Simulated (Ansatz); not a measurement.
# HfSnSe4: the cost of one run

Program: Ansatz 0.2.0. Level of theory: DFT PBE, scalar-relativistic, plane waves, PAW. These are calculated values, not measurements.

### 1 The starting structure

Symmetry: P-3m1, No. 164, trigonal system. The conventional cell has a = 3.821 Å, b = 3.821 Å, c = 14.109 Å, α = 90.00°, β = 90.00°, γ = 120.00°. Hf (site symmetry -3m) has 6 Se at 2.70 Å as nearest neighbours. Around Sn (site symmetry -3m) lie 6 Se at 2.73 Å. Around Se (site symmetry 3m) lie 3 Sn at 2.73 Å. Se (site symmetry 3m) is surrounded by 3 Hf at 2.70 Å.

Structure file:

```cif
data_structure
_symmetry_space_group_name_H-M 'P 1'
_symmetry_Int_Tables_number 1
_cell_length_a 3.8207
_cell_length_b 3.8207
_cell_length_c 14.1092
_cell_angle_alpha 90.000
_cell_angle_beta 90.000
_cell_angle_gamma 120.000
_cell_volume 178.37
loop_
_atom_site_label
_atom_site_type_symbol
_atom_site_fract_x
_atom_site_fract_y
_atom_site_fract_z
_atom_site_occupancy
Hf1 Hf 0.00000 0.00000 0.50000 1
Sn1 Sn 0.00000 0.00000 0.00000 1
Se1 Se 0.66667 0.33333 0.88580 1
Se2 Se 0.66667 0.33333 0.38976 1
Se3 Se 0.33333 0.66667 0.61024 1
Se4 Se 0.33333 0.66667 0.11420 1
```

The start is the relaxed end of an invented cell (made as: species swapped into a database cell of ZrTiS4 (P-3m1, No. 164)), taken up again for a closer look.

### 2 The guess as it stands, on a coarse mesh

input.yaml

```yaml
crystal:
  lattice:
    - [3.8207074, 0.0, 0.0]
    - [-1.9103537, 3.3088296, 0.0]
    - [0.0, 0.0, 14.1091997]
  atoms:
    - { symbol: Hf, position: [0.0, 0.0, 0.5] }
    - { symbol: Sn, position: [0.0, 0.0, 0.0] }
    - { symbol: Se, position: [0.6666667, 0.3333333, 0.885802] }
    - { symbol: Se, position: [0.6666667, 0.3333333, 0.389763] }
    - { symbol: Se, position: [0.3333333, 0.6666667, 0.610237] }
    - { symbol: Se, position: [0.3333333, 0.6666667, 0.114198] }
basis:
  ecutwfc: 420
kpoints:
  mp_grid: { grid: [6, 6, 2] }
hamiltonian:
  xc: pbe
scf:
  occupations: { method: gaussian, width: 0.1 }
  lower_state_search: "off"
output:
  forces: true
  stress: true
  eigenvalues: true
```

Launch:

```sh
$ ansatz run input.yaml --threads 4 --pin off --max-ram 8192MiB --backend cpu --events-out ev --progress --plain --runs-dir out
```

Q: Estimate wall time and peak memory on 4 threads of Intel Xeon 6975P-C (Granite Rapids), shared host.

About 1.4 s, with a peak of 0.66 GiB.
